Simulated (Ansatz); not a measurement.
# W(NH)2(OH)2 (H4N2O2W): a spread of methods and bases

How do the results and run time of W(NH)2(OH)2 (H4N2O2W) respond when the settings are drawn wide?

Program: Ansatz 0.2.0, Gaussian basis. Level of theory: the settings change from run to run. These are calculated values, not measurements.

## Step 1: The relaxed structure

The geometry comes from an earlier relaxation with PBE-D4/def2-SVP; it is a stationary point, not always the lowest conformer. W takes a core potential in def2 sets; no spin-orbit term is included.

9 atoms, charge 0, spin multiplicity 1.

Atoms are counted from 1 here; the program's logs count them from 0.

Bond lengths: W1–N2 1.769 Å, W1–N4 1.769 Å, W1–O6 1.923 Å, W1–O8 1.923 Å, N2–H3 1.023 Å, N4–H5 1.023 Å, O6–H7 0.974 Å, O8–H9 0.974 Å. Angles: N2–W1–N4 112.2°, N2–W1–O6 108.5°, N2–W1–O8 107.0°, N4–W1–O6 107.0°, N4–W1–O8 108.5°, O6–W1–O8 113.7°, W1–N2–H3 156.6°, W1–N4–H5 156.6°, W1–O6–H7 119.7°, W1–O8–H9 119.7°.

As a file:

```
atom    x (Å)    y (Å)    z (Å)
  W1  -0.1109  -0.0203  -0.0711
  N2  -0.0996   0.2905   1.6700
  H3   0.3122   0.4638   2.5902
  N4   1.5181  -0.0313  -0.7599
  H5   2.5372   0.0573  -0.7623
  O6  -1.0779   1.3971  -0.9388
  H7  -1.6708   1.9672  -0.4167
  O8  -0.8942  -1.7577  -0.3262
  H9  -0.5142  -2.3666  -0.9851
```

## Step 2: wB97M-V/def2-SVPD

Options: atoms shaken by 0.03 Å.

Input file in.yaml:

```yaml
crystal:
  periodic: [false, false, false]
  atoms:
    - {symbol: W, position_ang: [-0.103569, -0.031095, -0.090287]}
    - {symbol: N, position_ang: [-0.114819, 0.297466, 1.656249]}
    - {symbol: H, position_ang: [0.279065, 0.487959, 2.575538]}
    - {symbol: N, position_ang: [1.576359, -0.040906, -0.731961]}
    - {symbol: H, position_ang: [2.537187, 0.043180, -0.761885]}
    - {symbol: O, position_ang: [-1.110584, 1.402201, -0.950684]}
    - {symbol: H, position_ang: [-1.677770, 1.964053, -0.413083]}
    - {symbol: O, position_ang: [-0.931192, -1.715498, -0.382541]}
    - {symbol: H, position_ang: [-0.514895, -2.355221, -0.988574]}
basis:
  gaussian: {orbitals: def2-SVPD}
hamiltonian: {xc: {name: wB97M-V}}
scf: {omitted_lower_state_checks: [starts]}
output: {forces: true}
```

On the command line:

```
$ ansatz run in.yaml --threads 4 --pin off --events-out ev --progress --plain --max-ram 3916MiB
```

What it wrote (excerpt; [...] marks lines left out):

```text
Functional definition: wB97M-V
  name "wB97M-V"
  cite "Mardirossian & Head-Gordon, J. Chem. Phys. 144, 214110 (2016) doi:10.1063/1.4952647"
  cite "Becke, J. Chem. Phys. 107, 8554 (1997) doi:10.1063/1.475007"
  cite "Vydrov & Van Voorhis, J. Chem. Phys. 133, 244103 (2010) doi:10.1063/1.3521275"
  # Of w^i u^j: cxij and so on, Table III.
[...]
  gx(w, u) = 1 - cx + cx01*u + cx10*w
  gss(w, u) = css00 + css04*u^4 + css10*w + css20*w^2 + css43*w^4*u^3
  gos(w, u) = cos00 + cos10*w + (cos20 + cos21*u)*w^2 + (cos60 + cos61*u)*w^6
[...]
      + integral(e_c_pw_mod_opposite_spin*gos(b97_w_opposite, b97_u_opposite)) + vv10(b, c)
[...]
1307 factors; their error is unknown
460 factors; integrals over basis functions are off by at most 1.1e-5 eV
[...]
mean field -8958.15914368 eV, -329.2062764718 hartree, gradient 7.3e-5 eV, S^2 0.000000; 0 other end points of the search recorded, 0 dependent functions left out
[...]
reference -8958.15921464 eV, -329.2062790797 hartree; 24, 24 occupied and 129, 129 virtual orbitals, 1307 factors
Total energy: -8958.15921464 eV, -329.2062790797 hartree
Atom 0 at    -0.103569    -0.031095    -0.090287 Å, force     1.991128     1.554922     0.605477 eV/Å
Atom 1 at    -0.114819     0.297466     1.656249 Å, force    -0.076186    -0.341681    -1.239006 eV/Å
Atom 2 at     0.279065     0.487959     2.575538 Å, force    -0.055969    -0.060495    -0.284234 eV/Å
Atom 3 at     1.576359    -0.040906    -0.731961 Å, force    -4.865427    -0.327320     0.650743 eV/Å
Atom 4 at     2.537187     0.043180    -0.761885 Å, force     2.492173     0.243255     0.014477 eV/Å
Atom 5 at    -1.110584     1.402201    -0.950684 Å, force     0.538695    -0.752377     0.340661 eV/Å
Atom 6 at    -1.677770     1.964053    -0.413083 Å, force    -0.004313     0.031950    -0.000614 eV/Å
Atom 7 at    -0.931192    -1.715498    -0.382541 Å, force     0.313574    -0.638427    -0.435956 eV/Å
Atom 8 at    -0.514895    -2.355221    -0.988574 Å, force    -0.333674     0.290173     0.348453 eV/Å
Dipole moment:     0.173258    -0.037638     0.143277 e Å
Checks for a lower state left out: starts
```

It took 9 s on 4 threads of Arm Neoverse V1, shared host.

Largest force 4.920 eV/Å, dipole 1.09 D.

## Step 3: revPBE0/def2-mTZVP

This run has D3(BJ) dispersion, the search for lower states set to light.

Input file in.yaml:

```yaml
crystal:
  periodic: [false, false, false]
  atoms:
    - {symbol: W, position_ang: [-0.110895, -0.020341, -0.071135]}
    - {symbol: N, position_ang: [-0.099615, 0.290523, 1.669968]}
    - {symbol: H, position_ang: [0.312221, 0.463819, 2.590201]}
    - {symbol: N, position_ang: [1.518122, -0.031275, -0.759882]}
    - {symbol: H, position_ang: [2.537243, 0.057276, -0.762264]}
    - {symbol: O, position_ang: [-1.077853, 1.397091, -0.938807]}
    - {symbol: H, position_ang: [-1.670834, 1.967166, -0.416705]}
    - {symbol: O, position_ang: [-0.894155, -1.757698, -0.326240]}
    - {symbol: H, position_ang: [-0.514225, -2.366561, -0.985135]}
basis:
  gaussian: {orbitals: def2-mTZVP}
hamiltonian: {xc: {name: revPBE0}, dispersion: d3bj}
scf: {lower_state_search: light}
```

Launched as before.

What it wrote:

```text
Functional definition: revPBE0
  name "revPBE0"
  cite "Zhang & Yang, Phys. Rev. Lett. 80, 890 (1998) doi:10.1103/PhysRevLett.80.890"
  cite "Adamo & Barone, J. Chem. Phys. 110, 6158 (1999) doi:10.1063/1.478522"
  cite "Perdew, Burke & Ernzerhof, Phys. Rev. Lett. 77, 3865 (1996) doi:10.1103/PhysRevLett.77.3865"
  parameter a = 0.25
  parameter kappa = 1.245
  parameter beta = 0.06672455060314922
  exchange = (1 - a)*pbe_x(kappa = kappa, mu = beta*pi^2/3) + a*exact_x
  correlation = pbe_c(beta = beta)
1149 factors; their error is unknown
mean field evaluation 1: about -8942.8033 eV, gradient 1.2e2 eV
mean field evaluation 2: about -8806.9425 eV, gradient 2.8e2 eV
mean field evaluation 4: about -8965.3288 eV, gradient 2.8e1 eV
mean field evaluation 8: about -8966.7760 eV, gradient 8.2e-2 eV
mean field evaluation 16: about -8966.7953 eV, gradient 9.2e-5 eV
mean field -8966.79531942 eV, -329.5236500764 hartree, gradient 1.1e-5 eV, S^2 0.000000; 0 other end points of the search recorded, 0 dependent functions left out
reference -8966.79535764 eV, -329.5236514811 hartree; 24, 24 occupied and 110, 110 virtual orbitals, 1149 factors
Total energy: -8967.19759102 eV, -329.5384332853 hartree
```

Wall time 1.2 s (4 threads of Arm Neoverse V1, shared host).

## Step 4: PBEsol/def2-SVP

Options: unrestricted orbitals, finite nuclei.

Edit in.yaml of step 3 so:

```diff
@@ -13,4 +13,5 @@
 basis:
-  gaussian: {orbitals: def2-mTZVP}
-hamiltonian: {xc: {name: revPBE0}, dispersion: d3bj}
-scf: {lower_state_search: light}
+  gaussian: {orbitals: def2-SVP, nuclear_model: gaussian}
+magnetization: {spin_polarized: true, initial_magnetization: 0}
+hamiltonian: {xc: {name: PBEsol}}
+scf: {omitted_lower_state_checks: [starts]}
```

Launched as before.

What it wrote:

```text
Functional definition: PBEsol
  name "PBEsol"
  cite "Perdew et al., Phys. Rev. Lett. 100, 136406 (2008) doi:10.1103/PhysRevLett.100.136406"
  cite "Perdew, Burke & Ernzerhof, Phys. Rev. Lett. 77, 3865 (1996) doi:10.1103/PhysRevLett.77.3865"
  parent pbesol
  exchange = pbesol_x
  correlation = pbesol_c
these checks for a lower state are left out or cut short: starts
1169 factors; their error is unknown
mean field evaluation 1: about -8901.6516 eV, gradient 8.5e1 eV
mean field evaluation 2: about -8698.3232 eV, gradient 2.0e2 eV
mean field evaluation 4: about -8926.8308 eV, gradient 2.4e1 eV
mean field evaluation 8: about -8929.1239 eV, gradient 3.4e-1 eV
mean field evaluation 16: about -8929.0716 eV, gradient 4.4e-4 eV
mean field -8929.07162816 eV, -328.1373299929 hartree, gradient 3.6e-5 eV, S^2 0.000000; 0 other end points of the search recorded, 0 dependent functions left out
reference -8929.07169701 eV, -328.1373325228 hartree; 24, 24 occupied and 84, 84 virtual orbitals, 1169 factors
Total energy: -8929.07169701 eV, -328.1373325228 hartree
Checks for a lower state left out: starts
```

Wall time 1.7 s (4 threads of Arm Neoverse V1, shared host).

⟨S²⟩ 0.000.

## Step 5: revPBE0/def2-SVPD

Set apart from the defaults: atoms shaken by 0.15 Å.

Input file in.yaml:

```yaml
crystal:
  periodic: [false, false, false]
  atoms:
    - {symbol: W, position_ang: [-0.137779, -0.008124, 0.104683]}
    - {symbol: N, position_ang: [-0.000061, 0.657885, 1.752796]}
    - {symbol: H, position_ang: [0.302496, 0.520195, 2.581613]}
    - {symbol: N, position_ang: [1.426529, -0.097062, -0.675008]}
    - {symbol: H, position_ang: [2.668792, -0.046000, -0.689536]}
    - {symbol: O, position_ang: [-0.721328, 1.389095, -1.156720]}
    - {symbol: H, position_ang: [-1.407921, 1.830349, -0.413073]}
    - {symbol: O, position_ang: [-1.015498, -1.696371, -0.517046]}
    - {symbol: H, position_ang: [-0.507308, -2.454277, -0.985930]}
basis:
  gaussian: {orbitals: def2-SVPD}
hamiltonian: {xc: {name: revPBE0}}
scf: {omitted_lower_state_checks: [starts]}
output: {forces: true}
```

The command is unchanged.

What it wrote (excerpt; [...] marks lines left out):

```text
Functional definition: revPBE0
  name "revPBE0"
  cite "Zhang & Yang, Phys. Rev. Lett. 80, 890 (1998) doi:10.1103/PhysRevLett.80.890"
  cite "Adamo & Barone, J. Chem. Phys. 110, 6158 (1999) doi:10.1063/1.478522"
  cite "Perdew, Burke & Ernzerhof, Phys. Rev. Lett. 77, 3865 (1996) doi:10.1103/PhysRevLett.77.3865"
[...]
1332 factors; their error is unknown
[...]
mean field -8957.34413491 eV, -329.1763254519 hartree, gradient 1.4e-5 eV, S^2 0.000000; 0 other end points of the search recorded, 0 dependent functions left out
[...]
reference -8957.34419021 eV, -329.1763274841 hartree; 24, 24 occupied and 129, 129 virtual orbitals, 1332 factors
Total energy: -8957.34419021 eV, -329.1763274841 hartree
Atom 0 at    -0.137779    -0.008124     0.104683 Å, force     0.882765     0.140218    -3.629268 eV/Å
Atom 1 at    -0.000061     0.657885     1.752796 Å, force    -3.022847    -0.031414    -7.950511 eV/Å
Atom 2 at     0.302496     0.520195     2.581613 Å, force     2.699416    -0.722957     7.865566 eV/Å
Atom 3 at     1.426529    -0.097062    -0.675008 Å, force     5.310552    -0.639837     0.642800 eV/Å
Atom 4 at     2.668792    -0.046000    -0.689536 Å, force    -5.298609    -0.049606     0.253785 eV/Å
Atom 5 at    -0.721328     1.389095    -1.156720 Å, force    -3.230193     0.991689     4.878106 eV/Å
Atom 6 at    -1.407921     1.830349    -0.413073 Å, force     2.281558    -0.948353    -3.396943 eV/Å
Atom 7 at    -1.015498    -1.696371    -0.517046 Å, force     1.695978    -0.959307     0.021889 eV/Å
Atom 8 at    -0.507308    -2.454277    -0.985930 Å, force    -1.318619     2.219569     1.314576 eV/Å
Dipole moment:     0.292468    -0.216910     0.284471 e Å
Checks for a lower state left out: starts
```

It took 2.5 s on 4 threads of Arm Neoverse V1, shared host.

Largest force 8.506 eV/Å, dipole 2.22 D.

## Step 6: The runs in one table

```
             level  charge  multiplicity  geometry  functions  energy (eV)   time
 wB97M-V/def2-SVPD       0             1    shaken        153    -8958.159    9 s
revPBE0/def2-mTZVP       0             1   relaxed        134    -8967.198  1.2 s
   PBEsol/def2-SVP       0             1   relaxed        108    -8929.072  1.7 s
 revPBE0/def2-SVPD       0             1    shaken        153    -8957.344  2.5 s
```

## Step 7: What came out

```
                                         quantity                      value
                                             runs                          4
                                         quickest  revPBE0/def2-mTZVP, 1.2 s
                                          slowest     wB97M-V/def2-SVPD, 9 s
spread of total energies, same state and geometry                    38.1 eV
```

In words: Run time spans a factor of 7, from revPBE0/def2-mTZVP to wB97M-V/def2-SVPD. The jobs differ in tasks and options as well as level. Total energies at one charge and spin differ by 38 eV between levels, so only differences within one level mean anything.
